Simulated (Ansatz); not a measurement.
# Ga3Se: how settings move the results

This session on Ga3Se sets out to relax the cell with several choices of dispersion correction.

Method: DFT PBE, scalar-relativistic, plane waves, PAW for the base; runs at other levels say so in their headings and inputs, unless a step's input says otherwise, in Ansatz 0.2.0.

## 1. The structure to begin with

The structure is cubic, space group Pm-3m (No. 221). Conventional cell: a = 4.432 Å, b = 4.432 Å, c = 4.432 Å, α = 90.00°, β = 90.00°, γ = 90.00°. Around Ga (site symmetry 4/mmm) lie 8 Ga at 3.13 Å and 4 Se at 3.13 Å. Se (site symmetry m-3m) has 12 Ga at 3.13 Å as nearest neighbours.

As a file:

```
Ga Se
1.0
     4.43246    0.00000    0.00000
     0.00000    4.43246    0.00000
     0.00000    0.00000    4.43246
Ga Se
3 1
Cartesian
  0.0000 2.2162 2.2162
  2.2162 0.0000 2.2162
  2.2162 2.2162 0.0000
  0.0000 0.0000 0.0000
```

The structure comes from the Materials Project (structure only); it is used as listed.

## 2. The base run, which the others are set against

Contents of input.yaml:

```yaml
crystal:
  lattice:
    - [4.432465, 0.0, 0.0]
    - [0.0, 4.432465, 0.0]
    - [0.0, 0.0, 4.432465]
  atoms:
    - { symbol: Ga, position: [0.0, 0.5, 0.5] }
    - { symbol: Ga, position: [0.5, 0.0, 0.5] }
    - { symbol: Ga, position: [0.5, 0.5, 0.0] }
    - { symbol: Se, position: [0.0, 0.0, 0.0] }
basis:
  ecutwfc: 420
kpoints:
  mp_grid: { grid: [10, 10, 10] }
hamiltonian:
  xc: pbe
scf:
  occupations: { method: gaussian, width: 0.1 }
output:
  forces: true
  stress: true
  eigenvalues: true
  populations: true
```

Its results, from an earlier run: -4204.5796 eV/atom at zero smearing, pressure -0.61 GPa, largest force 0.000 eV/Å, no gap on the mesh, in 7 SCF cycles and 21 s.

## 3. Relaxation, dispersion correction: D3(BJ)

Contents of input.yaml:

```yaml
crystal:
  lattice:
    - [4.432465, 0.0, 0.0]
    - [0.0, 4.432465, 0.0]
    - [0.0, 0.0, 4.432465]
  atoms:
    - { symbol: Ga, position: [0.0, 0.5, 0.5] }
    - { symbol: Ga, position: [0.5, 0.0, 0.5] }
    - { symbol: Ga, position: [0.5, 0.5, 0.0] }
    - { symbol: Se, position: [0.0, 0.0, 0.0] }
basis:
  ecutwfc: 420
kpoints:
  mp_grid: { grid: [10, 10, 10] }
hamiltonian:
  xc: pbe
  dispersion: d3bj
scf:
  occupations: { method: gaussian, width: 0.1 }
output:
  forces: true
  stress: true
  eigenvalues: true
relax:
  adjacent_minimum: "off"
  f_tol: 0.01
  max_steps: 60
  cell: { stress_tol: 0.05 }
```

The run is started by

```console
ansatz run input.yaml --threads 1 --pin off --max-ram 2560MiB --backend cpu --events-out ev --progress --plain --runs-dir out
```

## 4. Relaxation, dispersion correction: D3(BJ)+ATM

Changes to input.yaml since step 3:

```diff
@@ -16,3 +16,3 @@
   xc: pbe
-  dispersion: d3bj
+  dispersion: d3bjatm
 scf:
```

## 5. Relaxing with dispersion correction D4

Changes to input.yaml since step 4:

```diff
@@ -16,3 +16,3 @@
   xc: pbe
-  dispersion: d3bjatm
+  dispersion: d4
 scf:
```

## 6. Relaxation, dispersion correction: r2SCAN, rVV10

Changes to input.yaml since step 5:

```diff
@@ -11,3 +11,3 @@
 basis:
-  ecutwfc: 420
+  ecutwfc: 500
 kpoints:
@@ -15,4 +15,4 @@
 hamiltonian:
-  xc: pbe
-  dispersion: d4
+  xc: r2scan
+  dispersion: rvv10
 scf:
```

(Steps that only read results are left out.)

**Question.** What does this series show? Wanted: relaxed volume by dispersion correction.

As calculated:

| quantity | value |
| --- | --- |
| relaxed volume by dispersion correction (Å³/atom) | PBE, none: 21.42; PBE, D3(BJ): 20.21; PBE, D3(BJ)+ATM: 20.32; PBE, D4: 19.86; r2SCAN, none: 20.74; r2SCAN, rVV10: 20.29 |

The relaxed volumes span 7.8 %, from PBE, D4 (smallest) to PBE, none (largest). The pair corrections change the volume by up to -7.3 %, a large pull, as found where dispersion does much of the binding. The final runs have no spin polarisation, so no magnetic state was tried and one may lie lower.
